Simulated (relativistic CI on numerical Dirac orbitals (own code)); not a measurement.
**Co⁺: 3p photoemission multiplets**

Aim: the 3p photoemission spectrum of Co⁺ in 3 surroundings, from the same atomic integrals.

Program: relativistic CI on numerical Dirac orbitals (own code) version 1. Level of theory: Dirac-Coulomb-Breit CI, KLI orbitals optimised for each configuration, model QED (radiative potential, 1s self-energy scaled to tabulated hydrogen-like ionisation energies), multiplet model of photoemission in the sudden approximation in a parametric crystal field. These are calculated values, not measurements, unless marked.

**1. The atom as given**

* ion: Co⁺ (Co II)
* nuclear charge: 27
* electrons: 26
* configurations: [Ar] 3d8 → [Ne] 3s2 3p5 3d8
* temperature: 300 K
* widths: Lorentz 0.8 eV, Gauss 0.6 eV
* surrounding 1: D3d, 10Dq = 5200, Dsigma = 190, Dtau = 260 cm⁻¹
* surrounding 2: D4h, 10Dq = 11200, Ds = 2930, Dt = -360 cm⁻¹
* surrounding 3: Td, 10Dq = -2400 cm⁻¹

**2. Surrounding 1: D3d, 10Dq = 5200, Dsigma = 190, Dtau = 260**

Input settings:

```ini
atom Co  Z=27  charge=1  electrons=26
nucleus A=59  rms_radius_fm=3.7875
hamiltonian dirac-coulomb  breit=on  qed=on  c_scale=1
orbitals kli  potential=per-configuration
slater_scale 1
correlation none
mixing on
configurations
  [Ar] 3d8
  [Ne] 3s2 3p5 3d8
end
photoemission 3p T=300 lorentz=0.8 gauss=0.6
crystal_field D3d 10Dq=5200 Dsigma=190 Dtau=260
```

**3. Surrounding 2: D4h, 10Dq = 11200, Ds = 2930, Dt = -360**

Settings: those of step 2 with these lines changed.

```diff
@@ -12,2 +12,2 @@
 photoemission 3p T=300 lorentz=0.8 gauss=0.6
-crystal_field D3d 10Dq=5200 Dsigma=190 Dtau=260
+crystal_field D4h 10Dq=11200 Ds=2930 Dt=-360
```

**4. Surrounding 3: Td, 10Dq = -2400**

Settings: those of step 3 with these lines changed.

```diff
@@ -12,2 +12,2 @@
 photoemission 3p T=300 lorentz=0.8 gauss=0.6
-crystal_field D4h 10Dq=11200 Ds=2930 Dt=-360
+crystal_field Td 10Dq=-2400
```

(Steps that only read results are left out.)

Q: Predict the outcome of this session. Wanted: highest peak, first run; ground spin.

The runs gave:

| surrounding | ground S | centroid (eV) | spread (eV) | up to four highest peaks (% of the highest), eV |
| --- | --- | --- | --- | --- |
| 1: D3d | 1.00 | 79.53 | 6.48 | 72.8 (100), 75.1 (38), 79.3 (85), 82.9 (36) |
| 2: D4h | 1.00 | 79.53 | 6.47 | 73.2 (100), 79.9 (64), 87.8 (22), 91.1 (20) |
| 3: Td | 1.00 | 79.52 | 6.55 | 72.3 (100), 78.4 (84), 82.2 (57), 91.8 (42) |

| quantity | value |
| --- | --- |
| highest peak, first run | 72.8 eV |
| ground spin (effective S from ⟨S²⟩) | 1.00 |

The position of the maximum differs by up to 0.9 eV between the surroundings, by shifts of peaks or by peaks exchanging rank. Energies are those of the free ion without screening by ligands; binding energies in solids differ by tens of eV.
